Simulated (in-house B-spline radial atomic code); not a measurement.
**Pt: excited configurations**

How much energy does it take to promote electrons of Pt to other shells? Each configuration is solved by itself and compared with the reference.

Method: scalar-relativistic (spin-free one-electron X2C) CAM-B3LYP, spin-polarised, spherical density, exact exchange averaged over the configuration, Fermi nucleus, basis-set limit. Code: in-house B-spline radial atomic code version 1.

## Step 1: The system

```
element       : platinum (Z = 78)
charge        : 0
electrons     : 78
configuration : [Xe] 4f14 5d9 6s1
Hamiltonian   : scalar-relativistic (X2C)
nucleus       : Fermi, rms radius 5.427 fm
```

Outer shells as boxes (Hund's rule):

[Xe] 4f14 5d9 6s1
```
[Xe] core
4f [↑↓][↑↓][↑↓][↑↓][↑↓][↑↓][↑↓]
5d [↑↓][↑↓][↑↓][↑↓][↑ ]
6s [↑ ]
```

Where spins are not typed, each open shell is filled with up spins first.

## Step 2: The base configuration

Settings of the run:

```ini
Z = 78
electrons = 78.0
configuration = [Xe] 4f14 5d9 6s1
hamiltonian = x2c
method = camb3lyp
spin_polarised = True
nucleus = fermi
rms_radius = 5.427
mass_number = 195
atomic_mass = 194.964794325
speed_of_light = 137.035999084
exact_exchange = averaged over the configuration
```

On the command line:

```
python run_scf.py task.json out
```

task.json lists these runs, among others, and the program works through them in turn.

## Step 3: [Xe] 4f14 5d8 6s2

The settings differ from step 2 so:

```diff
@@ -2,3 +2,3 @@
 electrons = 78.0
-configuration = [Xe] 4f14 5d9 6s1
+configuration = [Xe] 4f14 5d8 6s2
 hamiltonian = x2c
```

## Step 4: Configuration [Kr] 4d10 4f14 5s2 5p5 5d9 6s2

The settings differ from step 3 so:

```diff
@@ -2,3 +2,3 @@
 electrons = 78.0
-configuration = [Xe] 4f14 5d8 6s2
+configuration = [Kr] 4d10 4f14 5s2 5p5 5d9 6s2
 hamiltonian = x2c
```

## Step 5: [Xe] 4f13 5d9 6s1 6f1

The settings differ from step 4 so:

```diff
@@ -2,3 +2,3 @@
 electrons = 78.0
-configuration = [Kr] 4d10 4f14 5s2 5p5 5d9 6s2
+configuration = [Xe] 4f13 5d9 6s1 6f1
 hamiltonian = x2c
```

## Step 6: Run with [Kr] 4d9 4f14 5s2 5p6 5d9 6s1 7s1

The settings differ from step 5 so:

```diff
@@ -2,3 +2,3 @@
 electrons = 78.0
-configuration = [Xe] 4f13 5d9 6s1 6f1
+configuration = [Kr] 4d9 4f14 5s2 5p6 5d9 6s1 7s1
 hamiltonian = x2c
```

## Step 7: [Kr] 4d10 4f14 5s2 5p5 5d9 6s1 7d1

The settings differ from step 6 so:

```diff
@@ -2,3 +2,3 @@
 electrons = 78.0
-configuration = [Kr] 4d9 4f14 5s2 5p6 5d9 6s1 7s1
+configuration = [Kr] 4d10 4f14 5s2 5p5 5d9 6s1 7d1
 hamiltonian = x2c
```

## Step 8: Configuration [Xe] 4f14 5d8 6s1 6f1

The settings differ from step 7 so:

```diff
@@ -2,3 +2,3 @@
 electrons = 78.0
-configuration = [Kr] 4d10 4f14 5s2 5p5 5d9 6s1 7d1
+configuration = [Xe] 4f14 5d8 6s1 6f1
 hamiltonian = x2c
```

Q: How far above the reference does each configuration lie (order and size, in eV)?

**Answer**, as computed:

| net move | configuration | 2|M_S|+1 | energy above the reference (eV) | largest <r> (bohr) |
| --- | --- | --- | --- | --- |
| 5d → 6s | [Xe] 4f14 5d8 6s2 | 3 | 0.788 | 2.91 |
| 5d → 6f | [Xe] 4f14 5d8 6s1 6f1 | 5 | 9.594 | 29.8 |
| 5p → 6s | [Kr] 4d10 4f14 5s2 5p5 5d9 6s2 | 3 | 52.975 | 2.86 |
| 5p → 7d | [Kr] 4d10 4f14 5s2 5p5 5d9 6s1 7d1 | 5 | 61.710 | 19.7 |
| 4f → 6f | [Xe] 4f13 5d9 6s1 6f1 | 5 | 79.693 | 29.8 |
| 4d → 7s | [Kr] 4d9 4f14 5s2 5p6 5d9 6s1 7s1 | 5 | 318.41 | 8.09 |

**Reading.** At the bottom stands 5d → 6s (0.788 eV), at the top 4d → 7s (318.41 eV). 4 of them lie more than 60 % above minus the reference's highest level (7.832 eV), in the range where a state can decay by emitting an electron. Two partly filled shells share a symmetry and can mix in the average, which may lower the energy, for: 4d → 7s. The reference has 2|M_S|+1 = 3; 4 of the configurations differ from it in spin. These are spherical averages at the typed spins, not spectroscopic levels.
